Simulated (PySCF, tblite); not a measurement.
# C₆H₁₁O₂ radical: geometry, infrared bands and EPR parameters

What infrared bands and EPR parameters should C₆H₁₁O₂ radical (`CC(C)[C@@H]1OC[C@H]1[O]`) show?

Computed with tblite 0.8.0 and PySCF 2.14.0, with density-fitted response routines of our own, on a single molecule in the gas phase. Atoms count from 0, in the outputs and in this text.

**1. The starting structure**

19 atoms, charge 0, multiplicity 2; geometry from: force field or distance geometry start.

Bonds of the start (Å): C0–C1 1.53, C1–C2 1.51, C1–C3 1.53, C3–O4 1.48, O4–C5 1.47, C5–C6 1.53, C6–O7 1.41, C6–C3 1.55, C0–H8 1.09, C0–H9 1.10, C0–H10 1.11, C1–H11 1.09, C2–H12 1.08, C2–H13 1.09, C2–H14 1.11, C3–H15 1.11, C5–H16 1.10, C5–H17 1.09, C6–H18 1.09.

**2. Optimising the geometry with GFN2-xTB**

The job: settings as JSON, then the geometry in Å.

```
{"job": {"kind": "relax", "xc": "GFN2-xTB", "basis": "xTB"}, "charge": 0, "multiplicity": 2}
C     -1.495400     0.267700     1.498500
C     -0.836000     0.387000     0.121600
C     -1.721000    -0.224400    -0.943100
C      0.515800    -0.337600     0.143400
O      1.458400     0.333800     1.062900
C      2.510400     0.133100     0.062800
C      1.476100    -0.092400    -1.042700
O      1.729600    -1.229100    -1.845800
H     -0.881500     0.724700     2.280600
H     -1.671400    -0.777400     1.783100
H     -2.476900     0.777000     1.498000
H     -0.682300     1.442000    -0.093000
H     -1.291700    -0.100400    -1.930200
H     -1.883300    -1.292900    -0.782800
H     -2.712200     0.279000    -0.955900
H      0.413000    -1.395700     0.471600
H      3.156000    -0.706100     0.353800
H      3.126600     1.026800    -0.054900
H      1.256000     0.794300    -1.635500
```

Run with:

```sh
> OMP_NUM_THREADS=1 python probes_run.py task.json out
```

This one command runs all jobs of the session in turn.

**Question.** This job is followed by: GFN2-xTB harmonic vibrations, gas phase; UKS B3LYP, pcH-1 on C H O, non-relativistic, mean-field spin-orbit, GIAO. What will the session give for the following? strongest single infrared mode (GFN2-xTB); zero-point energy (GFN2-xTB); g(iso) (B3LYP); ⟨S²⟩; largest a(iso) (averaged by class); surface potential, 1st and 99th percentile.

As calculated:

```
                                 quantity                 value
strongest single infrared mode (GFN2-xTB)  1414 cm⁻¹, 94 km/mol
             zero-point energy (GFN2-xTB)         99.2 kcal/mol
                           g(iso) (B3LYP)               2.01320
                                     ⟨S²⟩    0.757 (exact 0.75)
       largest a(iso) (averaged by class)  1H on H18, 118.1 MHz
    surface potential, 1st and 99th percentile    -1.53 V and 0.90 V
```

Over 45 steps the energy fell by 0.578 eV; of the close pairs, C6–O7 changed most, 1.415 to 1.268 Å. No mode is imaginary among the 51: a minimum at this level. The strongest single mode, at 1414 cm⁻¹, moves mainly C6 and O7. GFN2-xTB is a fitted tight-binding method: band positions and strengths are rough. Its intensities can rank the bands wrongly. O7 carries the largest spin population, 0.66 e. The isotropic g lies 10.9 ppt above the free-electron value.
